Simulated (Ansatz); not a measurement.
# GeNH4 (quartet): wave-function methods side by side at distance Ge1–H5 along a hydrogen transfer = 1.427 Å, cc-pVDZ

How much of the correlation energy of GeNH4 (quartet) does each wave-function method recover here?

Method: cc-pVDZ, core rule «outside noble gas», up to 15 orbitals frozen; program: Ansatz 0.2.0, Gaussian basis.

To be run: UHF; CCSD(T) on ROHF; CCSD(T) on UHF; BCCD(T) on ROHF; CISD; CCSDT(Q) on ROHF; CCSDT(Q) on UHF; CASSCF and MRCISD+Q, 5 electrons in 5 orbitals; CASSCF and NEVPT2, 5 electrons in 5 orbitals.

10 further runs of the same task are left out: 1 for a mislabelled method, 7 that didn't finish, 2 set aside as unsound or not needed.

## (1) What is computed

The geometry derives from fragments relaxed apart (PBE0/def2-TZVP) and kept rigid, so it is no stationary point. A hydrogen atom is moved between rigid fragments. No spin-orbit coupling is included. The filled d shell of Ge may be among the frozen orbitals whatever the setting's name suggests; the logs give the count.

6 atoms, charge 0, spin multiplicity 4.

Atoms are counted from 1 here; the program's logs count them from 0.

Bond lengths: Ge1–H2 1.534 Å, Ge1–H3 1.534 Å, Ge1–H4 1.534 Å, Ge1–H5 1.427 Å. Angles: H2–Ge1–H3 109.5°, H2–Ge1–H4 109.5°, H2–Ge1–H5 109.5°, H3–Ge1–H4 109.5°, H3–Ge1–H5 109.5°, H4–Ge1–H5 109.5°.

## (2) UHF

Input file in.yaml:

```yaml
crystal:
  periodic: [false, false, false]
  atoms:
    - {symbol: Ge, position_ang: [-0.502828, 0.000000, 0.000000]}
    - {symbol: H, position_ang: [-1.014278, 1.446599, 0.000000]}
    - {symbol: H, position_ang: [-1.014278, -0.723300, 1.252792]}
    - {symbol: H, position_ang: [-1.014278, -0.723299, -1.252792]}
    - {symbol: H, position_ang: [0.924172, 0.000000, 0.000000]}
    - {symbol: N, position_ang: [2.760172, 0.000000, 0.000000]}
basis:
  gaussian: {orbitals: cc-pVDZ}
magnetization: {spin_polarized: true, initial_magnetization: 3}
hamiltonian: {xc: hf}
output: {orbitals: {seedname: orbitals}}
```

On the command line:

```bash
$ ansatz run in.yaml --threads 1 --pin off --events-out ev --progress --plain --max-ram 2393MiB
```

The runs that follow: CCSD(T) on ROHF; CCSD(T) on UHF; BCCD(T) on ROHF; CISD; CCSDT(Q) on ROHF; CCSDT(Q) on UHF; CASSCF and MRCISD+Q, 5 electrons in 5 orbitals; CASSCF and NEVPT2, 5 electrons in 5 orbitals.

Before running them: what should the planned runs give, taken together? Wanted: UCCSDT(Q) below the RHF energy; RMP2 from UCCSDT(Q); UMP2 from UCCSDT(Q); RCCSD from UCCSDT(Q); RCCSD(T) from UCCSDT(Q); UCCSD(T) from UCCSDT(Q); RCCSDT(Q) from UCCSDT(Q); NEVPT2 pair from UCCSDT(Q); MRCISD+Q pair from UCCSDT(Q).

As calculated:

```
                         quantity                                                                  value
   UCCSDT(Q) below the RHF energy                                                             -6.5525 eV
              RMP2 from UCCSDT(Q)                                                          +132.6 kJ/mol
              UMP2 from UCCSDT(Q)                                                          +131.0 kJ/mol
             RCCSD from UCCSDT(Q)                                                           +11.3 kJ/mol
          RCCSD(T) from UCCSDT(Q)                                                            +2.4 kJ/mol
          UCCSD(T) from UCCSDT(Q)                                                            +2.2 kJ/mol
         RCCSDT(Q) from UCCSDT(Q)                                                            +0.2 kJ/mol
       NEVPT2 pair from UCCSDT(Q)                                                          +130.8 kJ/mol
     MRCISD+Q pair from UCCSDT(Q)                                                             0.0 kJ/mol
levels within 1 kcal/mol (43 meV)  RCCSD(T), UCCSD(T), BCCD(T), RCCSDT, UCCSDT, RCCSDT(Q), MRCISD+Q pair
                    T1 diagnostic                                                                  0.013
```

What this shows: RCCSD(T) lands +2.4 kJ/mol from the yardstick (0.4 % of the correlation energy). Of the multireference levels listed MRCISD+Q pair comes nearest in total energy (0.0 kJ/mol), which doesn't show that its space is the better one. These misses are within one basis, not against nature; the frozen cores of restricted and unrestricted runs differ, which can shift their rows.
